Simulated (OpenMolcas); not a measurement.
**Cl²⁺: CASSCF and CASPT2 terms and fine-structure levels**

Wanted: the level scheme of Cl²⁺ from active-space wave functions, then second-order correlation under several settings.

The numbers are computed with OpenMolcas 26.06 (state-averaged CASSCF and CASPT2, spin-orbit coupling by RASSI with atomic mean-field integrals), except any that are marked as measured or tabulated.

## (1) Starting point

| Item | Value |
| --- | --- |
| Species | Cl²⁺ (chlorine, Z = 17, 15 electrons) |
| Basis | ANO-R1 [4s3p1d], 18 functions |
| Scalar Hamiltonian | X2C, finite nucleus |
| Inactive shells | 1s 2s 2p |
| Active space | 5 electrons in 4 orbitals (3s 3p) |
| Some configurations of this space | 3p⁵, 3s 3p⁴, 3s² 3p³ |
| Orbitals | optimised for each spin and parity, averaged over the low roots |

Outer shells as boxes (Hund's rule):

3p5
```
3p [↑↓][↑↓][↑ ]
```

3s 3p4
```
3s [↑ ]
3p [↑↓][↑ ][↑ ]
```

3s2 3p3
```
3s [↑↓]
3p [↑ ][↑ ][↑ ]
```

Each step is its own input file, run in one work folder so that later steps find the files of earlier ones. Labels, J, g values, rates, χT and fits are worked out afterwards by a script from the matrices that RASSI stores.

## (2) Basis and integrals

a.inp

```
&GATEWAY
Coord
1

Cl 0.0 0.0 0.0
Basis=ANO-R1
Group=XYZ
NoMove
AngMom=0.0 0.0 0.0
AMFI
&SEWARD
```

The run is started by

```
$ OMP_NUM_THREADS=1 MOLCAS_MEM=1689 MOLCAS_PROJECT=a pymolcas a.inp > a.log
```

## (3) Reference wave functions, quartets of odd parity, 1 root

a.inp

```
&RASSCF
FileOrb=start.orb
Symmetry=2
Spin=4
nActEl=5 0 0
Inactive=2 3
Ras2=1 3
CIRoot=1 1 1
SDav=1
CIMx=300
Iter=120 100
PrWF=0.3
OrbListing=Nothing
MaxOrb=0
Atom
>>> COPY $Project.JobIph JOB001
```

start.orb holds the contracted functions of the basis, ordered by shell, or the orbitals of the step before.

## (4) CASSCF: doublets of odd parity, 11 roots

a.inp

```
&RASSCF
FileOrb=start.orb
Symmetry=2
Spin=2
nActEl=5 0 0
Inactive=2 3
Ras2=1 3
CIRoot=11 11 1
SDav=11
CIMx=300
Iter=120 100
PrWF=0.3
OrbListing=Nothing
MaxOrb=0
Atom
>>> COPY $Project.JobIph JOB002
```

## (5) Reference wave functions, quartets of even parity, 3 roots

a.inp

```
&RASSCF
FileOrb=start.orb
Symmetry=1
Spin=4
nActEl=5 0 0
Inactive=2 3
Ras2=1 3
CIRoot=3 3 1
SDav=3
CIMx=300
Iter=120 100
PrWF=0.3
OrbListing=Nothing
MaxOrb=0
Atom
>>> COPY $Project.JobIph JOB003
```

## (6) Reference wave functions, doublets of even parity, 9 roots

a.inp

```
&RASSCF
FileOrb=start.orb
Symmetry=1
Spin=2
nActEl=5 0 0
Inactive=2 3
Ras2=1 3
CIRoot=9 9 1
SDav=9
CIMx=300
Iter=120 100
PrWF=0.3
OrbListing=Nothing
MaxOrb=0
Atom
>>> COPY $Project.JobIph JOB004
```

## (7) State interaction with spin-orbit coupling

a.inp

```
&RASSI
NrOfJobIphs=4 1 11 3 9
1
1 2 3 4 5 6 7 8 9 10 11
1 2 3
1 2 3 4 5 6 7 8 9
IphNames
JOB001
JOB002
JOB003
JOB004
EJob
SpinOrbit
DIPRint=1.0
SOCoupling=1000.0
Subsets=2
MEES
Property=10
'ANGMOM' 1 'ANGMOM' 2 'ANGMOM' 3 'MLTPL  1' 1 'MLTPL  1' 2 'MLTPL  1' 3
'AMFI' 1 'AMFI' 2 'AMFI' 3 'MLTPL  2' 6
SOProperty=3
'ANGMOM' 1 'ANGMOM' 2 'ANGMOM' 3
```

## (8) CASPT2: IPEA 0.25, imaginary shift 0.1 (closed shells correlated: 2s 2p)

a.inp

```
>>> COPY JOB001 $Project.JobIph
&CASPT2
Multistate=1 1
Frozen=1 0
IPEA=0.25
Imaginary=0.1
MaxIter=60
WThr=0.0 0.3 0.05
PrWF=0.5
NoMix
>>> COPY JOB002 $Project.JobIph
&CASPT2
Multistate=11 1 2 3 4 5 6 7 8 9 10 11
Frozen=1 0
IPEA=0.25
Imaginary=0.1
MaxIter=60
WThr=0.0 0.3 0.05
PrWF=0.5
NoMix
>>> COPY JOB003 $Project.JobIph
&CASPT2
Multistate=3 1 2 3
Frozen=1 0
IPEA=0.25
Imaginary=0.1
MaxIter=60
WThr=0.0 0.3 0.05
PrWF=0.5
NoMix
>>> COPY JOB004 $Project.JobIph
&CASPT2
Multistate=9 1 2 3 4 5 6 7 8 9
Frozen=1 0
IPEA=0.25
Imaginary=0.1
MaxIter=60
WThr=0.0 0.3 0.05
PrWF=0.5
NoMix
```

## (9) CASPT2: IPEA 0.5, imaginary shift 0.1 (closed shells correlated: 2s 2p)

a.inp: that of step 8 with these lines changed.

```diff
@@ -4,3 +4,3 @@
 Frozen=1 0
-IPEA=0.25
+IPEA=0.5
 Imaginary=0.1
@@ -14,3 +14,3 @@
 Frozen=1 0
-IPEA=0.25
+IPEA=0.5
 Imaginary=0.1
@@ -24,3 +24,3 @@
 Frozen=1 0
-IPEA=0.25
+IPEA=0.5
 Imaginary=0.1
@@ -34,3 +34,3 @@
 Frozen=1 0
-IPEA=0.25
+IPEA=0.5
 Imaginary=0.1
```

(Steps that only read results are left out.)

**Question.** What will these runs give? Wanted: lowest level; first excited level; spin-orbit lowering of the lowest level; strongest of the lines computed, by gA, at CASSCF energies.

The runs gave:

| quantity | value |
| --- | --- |
| method | SS-CASPT2, IPEA 0.25, imaginary shift 0.1 (closed shells correlated: 2s 2p) |
| lowest level | 3s² 3p³ ⁴S°_3/2, 100 % of that term, g = 2.002 |
| ground level listed by NIST | 4S°3/2 |
| first excited level | 3s² 3p³ ²D°_3/2 at 2.546 eV |
| spin-orbit lowering of the lowest level | 0.0023 eV |
| strongest of the lines computed, by gA, at CASSCF energies | 3s 3p⁴ ²P_3/2 → 3s² 3p³ ²D°_5/2, 59.03 nm, A = 1.74e+10 s⁻¹ |

What each method costs and misses:

| method | time of its own steps | time with the reference | mean absolute difference from the measured levels (cm-1) |
| --- | --- | --- | --- |
| A. CASSCF | 10 s | 10 s | 4900 |
| B. SS-CASPT2, IPEA 0.25, imaginary shift 0.1, +2s 2p | 2.2 s | 13 s | 2700 |
| C. SS-CASPT2, IPEA 0.5, imaginary shift 0.1, +2s 2p | 2.3 s | 13 s | 2600 |

Times are of one thread on a shared host.

What this shows: Second-order correlation (method B) scales the levels of the lowest configuration above 5000 cm⁻¹ by 0.91 to 1.02. Method C lies closest to the measured levels (2600 cm⁻¹ on average) and A farthest (4900). Only the configurations of the active space and the roots asked for are present. CASPT2 does not keep the components of a term degenerate, and the means are used. Reference weights range from 0.87 to 0.97, which points to intruder states or a small active space for some roots. No d shell is active. Only valence configurations of the active space appear, up to the ionisation limit; * or ° marks odd parity.
